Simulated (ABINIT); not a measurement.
# BiTe (P1) in ABINIT: convergence with cutoff

Aim: find how far cutoff must go before the results for BiTe settle, at PBEsol. This setting moves, with any that are tied to it; all else stays.

Everything below comes from runs of ABINIT 10.8.3 (patched build). Logs are shortened: lines on timing, memory, paths and dates and some standing lists are left out, and cuts for length are marked. The log counts tension as positive stress, the text compression.

### Step 1. The cell of the first run

The typed cell holds 2 atoms: a = 4.339 Å, b = 4.339 Å, c = 4.339 Å, α = 67.88°, β = 67.88°, γ = 67.88°.

The cell comes from a database or a generator and needn't be the stable form of this composition.

The cell isn't the ideal one: atoms moved at random, drawn with an rms of 0.05 Å.

### Step 2. With cutoff 6 Ha

run.abi reads:

```
pp_dirpath "./"
pseudos "Bi.GGA_PBE-JTH_sp.xml, Te.GGA_PBE-JTH.xml"

acell 3*1.0
rprim
     4.5782541706     2.6432562778     6.2687732694
    -4.5782541706     2.6432562778     6.2687732694
     0.0000000000    -5.2865125556     6.2687732694
ntypat 2
znucl 83 52
natom 2
typat 1 2
xcart
     0.0211973168     0.0241435028     9.4153965496
    -0.0588992399    -0.0200385258     0.0413927099
chkprim 0
chksymtnons 0
tolsym 1.0e-6

ecut 6.0
pawecutdg 46.0
pawxcdev 0

kptopt 1
ngkpt 7 7 7
nshiftk 1
shiftk 0.0 0.0 0.0

ixc -116133

nband 10
occopt 4
tsmear 0.05 eV

nstep 100
tolvrs 1.0e-9

iomode 3
prtwf 0
prtden 0
prteig 0
prtebands 0
enunit 2
```

Potentials or basis: JTH PAW PBE v2.0 sp.

Launch:

```sh
$ abinit run.abi > log 2>&1
```

Run time: 20 s. Hardware: 1 thread of Arm Neoverse V1, shared host; peak memory 0.12 GiB.

It converged, with:

* Free energy: -382.3199 eV
* Largest force: 0.091 eV/Å
* Band gap on the k mesh: none (metal or under the smearing width)
* Valence electrons inside the program's atomic spheres: Bi 3.35; Te 3.07

### Step 3. With cutoff 7.5 Ha

Changes to run.abi since step 2:

```diff
@@ -19,3 +19,3 @@
 
-ecut 6.0
+ecut 7.5
 pawecutdg 46.0
```

Potentials or basis: JTH PAW PBE v2.0 sp.

Launch:

```sh
$ abinit run.abi > log 2>&1
```

Wall time 29 s (1 thread of Arm Neoverse V1, shared host); peak memory 0.12 GiB.

The run converged. Its results:

| Item | Value |
| --- | --- |
| Free energy | -382.3469 eV |
| Largest force | 0.091 eV/Å |
| Band gap on the k mesh | none (metal or under the smearing width) |
| Valence electrons inside the program's atomic spheres | Bi 3.35; Te 3.07 |

### Step 4. With cutoff 9 Ha

Changes to run.abi since step 3:

```diff
@@ -19,3 +19,3 @@
 
-ecut 7.5
+ecut 9.0
 pawecutdg 46.0
```

Launch:

```sh
$ abinit run.abi > log 2>&1
```

It took 32 s on 1 thread of Arm Neoverse V1, shared host; peak memory 0.13 GiB.

Results (log left out):

* Free energy: -382.3528 eV
* Largest force: 0.090 eV/Å
* Band gap on the k mesh: none (metal or under the smearing width)
* Valence electrons inside the program's atomic spheres: Bi 3.35; Te 3.07

### Step 5. With cutoff 10.5 Ha

Changes to run.abi since step 4:

```diff
@@ -19,3 +19,3 @@
 
-ecut 9.0
+ecut 10.5
 pawecutdg 46.0
```

Launch:

```sh
$ abinit run.abi > log 2>&1
```

Wall time 31 s (1 thread of Arm Neoverse V1, shared host); peak memory 0.14 GiB.

The run converged. Its results:

```
Free energy                                           : -382.3549 eV
Pressure                                              : -2.2 GPa
Largest force                                         : 0.090 eV/Å
Band gap on the k mesh                                : none (metal or under the smearing width)
Valence electrons inside the program's atomic spheres : Bi 3.35; Te 3.07
```

### Step 6. With cutoff 13 Ha

Changes to run.abi since step 5:

```diff
@@ -19,3 +19,3 @@
 
-ecut 10.5
+ecut 13.0
 pawecutdg 46.0
```

Potentials or basis: JTH PAW PBE v2.0 sp.

Launch:

```sh
$ abinit run.abi > log 2>&1
```

Wall time 50 s (1 thread of Arm Neoverse V1, shared host); peak memory 0.15 GiB.

Results (log left out):

```
Free energy                                           : -382.3574 eV
Pressure                                              : -2.2 GPa
Largest force                                         : 0.089 eV/Å
Band gap on the k mesh                                : none (metal or under the smearing width)
Valence electrons inside the program's atomic spheres : Bi 3.35; Te 3.07
```

### Step 7. With cutoff 15 Ha

Changes to run.abi since step 6:

```diff
@@ -19,3 +19,3 @@
 
-ecut 13.0
+ecut 15.0
 pawecutdg 46.0
```

Launch:

```sh
$ abinit run.abi > log 2>&1
```

It took 53 s on 1 thread of Arm Neoverse V1, shared host; peak memory 0.17 GiB.

The run converged. Its results:

| Property | Result |
| --- | --- |
| Free energy | -382.3586 eV |
| Pressure | -2.2 GPa |
| Largest force | 0.089 eV/Å |
| Band gap on the k mesh | none (metal or under the smearing width) |
| Valence electrons inside the program's atomic spheres | Bi 3.35; Te 3.07 |

### Step 8. With cutoff 17 Ha

Changes to run.abi since step 7:

```diff
@@ -19,3 +19,3 @@
 
-ecut 15.0
+ecut 17.0
 pawecutdg 46.0
```

Launch:

```sh
$ abinit run.abi > log 2>&1
```

Run time: 61 s. Hardware: 1 thread of Arm Neoverse V1, shared host; peak memory 0.18 GiB.

It converged, with:

| Property | Result |
| --- | --- |
| Free energy | -382.3592 eV |
| Pressure | -2.2 GPa |
| Largest force | 0.089 eV/Å |
| Band gap on the k mesh | none (metal or under the smearing width) |
| Valence electrons inside the program's atomic spheres | Bi 3.35; Te 3.07 |

### Step 9. With cutoff 20 Ha

Changes to run.abi since step 8:

```diff
@@ -19,3 +19,3 @@
 
-ecut 17.0
+ecut 20.0
 pawecutdg 46.0
```

Potentials or basis: JTH PAW PBE v2.0 sp.

Launch:

```sh
$ abinit run.abi > log 2>&1
```

It took 85 s on 1 thread of Arm Neoverse V1, shared host; peak memory 0.2 GiB.

Results (log left out):

- Free energy: -382.3595 eV
- Pressure: -2.2 GPa
- Largest force: 0.089 eV/Å
- Band gap on the k mesh: none (metal or under the smearing width)
- Valence electrons inside the program's atomic spheres: Bi 3.35; Te 3.07

### Step 10. With cutoff 24 Ha

Changes to run.abi since step 9:

```diff
@@ -19,3 +19,3 @@
 
-ecut 20.0
+ecut 24.0
 pawecutdg 46.0
```

Potentials or basis: JTH PAW PBE v2.0 sp.

Launch:

```sh
$ abinit run.abi > log 2>&1
```

run.abo:

```text
.Version 10.8.3 of ABINIT
 Symmetries : space group P1 (#  1); Bravais aP (primitive triclinic)
================================================================================
 Values of the parameters that define the memory need of the present run
     intxc =       0    ionmov =       0      iscf =      17    lmnmax =       8
     lnmax =       4     mgfft =      40  mpssoang =       2    mqgrid =    3001
     natom =       2  nloc_mem =       2    nspden =       1   nspinor =       1
    nsppol =       1      nsym =       1    n1xccc =       1    ntypat =       2
    occopt =       4   xclevel =       2
       mpw =        2574          nfft =       64000          nkpt =         172
 PAW method is used; the additional fine FFT grid is defined by:
   mgfftf=        54    nfftf =    157464
================================================================================
================================================================================

--------------------------------------------------------------------------------
------------- Echo of variables that govern the present computation ------------
--------------------------------------------------------------------------------
 -outvars: echo values of preprocessed input variables --------
            acell      1.0000000000E+00  1.0000000000E+00  1.0000000000E+00 Bohr
              amu      2.08980370E+02  1.27600000E+02
          chkprim           0
      chksymtnons           0
             ecut      2.40000000E+01 Hartree
           enunit           2
                       outvar_i_n : Printing only first  50 k-points.
              ixc     -116133
                       outvar_i_n : Printing only first  50 k-points.
         kptrlatt        7    0    0      0    7    0      0    0    7
          kptrlen      5.74020203E+01
            natom           2
            nband          10
            ngfft          40      40      40
          ngfftdg          54      54      54
             nkpt         172
            nstep         100
             nsym           1
[... 194 lines left out ...]
xc                  : -8.19953524380199E+00
Ewald energy        : -1.41596378977414E+01
psp_core            :  5.28940343677924E+00
local_psp           : -2.52330966826353E-01
PAW spherical_terms : -1.68509249605738E+00
internal            : -1.40514812508292E+01
'-kT*entropy'       : -3.12745566166037E-07
total_energy        : -1.40514815635748E+01
total_energy_eV     : -3.82360292154714E+02
...

--- !EnergyTermsDC
iteration_state     : {dtset: 1, }
comment             : '"Double-counting" decomposition of free energy'
band_energy         : -5.15255524463791E+00
Ewald energy        : -1.41596378977414E+01
psp_core            :  5.28940343677924E+00
xc_dc               : -3.11498015313507E+00
PAW spherical_terms :  3.08631300347289E+00
internal            : -1.40514568552623E+01
'-kT*entropy'       : -3.12745566166037E-07
total_energy_dc     : -1.40514571680078E+01
total_energy_dc_eV  : -3.82359628317520E+02
...

--- !EnergyTermsWithPAWCore
iteration_state     : {dtset: 1, }
comment             : 'Components of total free energy, including PAW core contributions'
Total energy        : -2.83170276101699E+04
Total energy DC     : -2.83170275857744E+04
Total energy (eV)   : -7.70545575638443E+05
Total energy DC (eV): -7.70545574974605E+05
...

 Cartesian components of stress tensor (hartree/bohr^3)
  sigma(1 1)=  7.35166867E-05  sigma(3 2)=  3.18216134E-07
  sigma(2 2)=  7.41834740E-05  sigma(3 1)=  5.21435463E-07
  sigma(3 3)=  7.20726299E-05  sigma(2 1)= -5.80729725E-07

-Cartesian components of stress tensor (GPa)         [Pressure= -2.1553E+00 GPa]
- sigma(1 1)=  2.16293560E+00  sigma(3 2)=  9.36224189E-03
- sigma(2 2)=  2.18255316E+00  sigma(3 1)=  1.53411610E-02
- sigma(3 3)=  2.12044998E+00  sigma(2 1)= -1.70856584E-02

== END DATASET(S) ==============================================================
================================================================================

 -outvars: echo values of variables after computation  --------
            acell      1.0000000000E+00  1.0000000000E+00  1.0000000000E+00 Bohr
           etotal     -1.4051457168E+01
            fcart     -1.5032910201E-03 -8.3111616793E-04  2.4211873642E-04
                       1.5032910201E-03  8.3111616793E-04 -2.4211873642E-04
            rprim      4.5782541706E+00  2.6432562778E+00  6.2687732694E+00
                      -4.5782541706E+00  2.6432562778E+00  6.2687732694E+00
                       0.0000000000E+00 -5.2865125556E+00  6.2687732694E+00
           strten      7.3516686744E-05  7.4183474047E-05  7.2072629946E-05
                       3.1821613383E-07  5.2143546314E-07 -5.8072972494E-07
           xangst      1.1217136975E-02  1.2776191464E-02  4.9824132823E+00
                      -3.1168135473E-02 -1.0603931186E-02  2.1904078762E-02
             xred      5.0448800000E-01  4.9985800000E-01  4.9760600001E-01
                      -5.4949999967E-03  7.3700000022E-03  4.7279999948E-03
 Calculation completed.
```

Run time: 1.9 min. Hardware: 1 thread of Arm Neoverse V1, shared host; peak memory 0.24 GiB.

What came out:

| Item | Value |
| --- | --- |
| Free energy | -382.3596 eV |
| Pressure | -2.2 GPa |
| Largest force | 0.089 eV/Å |
| Band gap on the k mesh | none (metal or under the smearing width) |
| Valence electrons inside the program's atomic spheres | Bi 3.35; Te 3.07 |

### Step 11. The series at a glance

| cutoff | energy less the tightest run (meV/atom) | SCF cycles | CPU time (s) | peak memory (GiB) |
| --- | --- | --- | --- | --- |
| 6 Ha | 19.86 | 10 | 20 | 0.12 |
| 7.5 Ha | 6.37 | 10 | 29 | 0.12 |
| 9 Ha | 3.41 | 10 | 32 | 0.13 |
| 10.5 Ha | 2.39 | 9 | 31 | 0.14 |
| 13 Ha | 1.10 | 9 | 50 | 0.15 |
| 15 Ha | 0.53 | 9 | 53 | 0.17 |
| 17 Ha | 0.23 | 9 | 61 | 0.18 |
| 20 Ha | 0.07 | 9 | 85 | 0.2 |
| 24 Ha | 0.00 | 9 | 110 | 0.24 |

Against the tightest run, the energy stays within 1 meV/atom from 15 Ha on. The tightest run that finished is the yardstick and may itself not be fully converged.

Caveats: the PAW data sets were made with another functional, which shifts forces and pressure a little; spin-orbit coupling is left out, which moves the levels of the heavy elements; this set keeps more shells in the core, which shifts pressures and gaps.
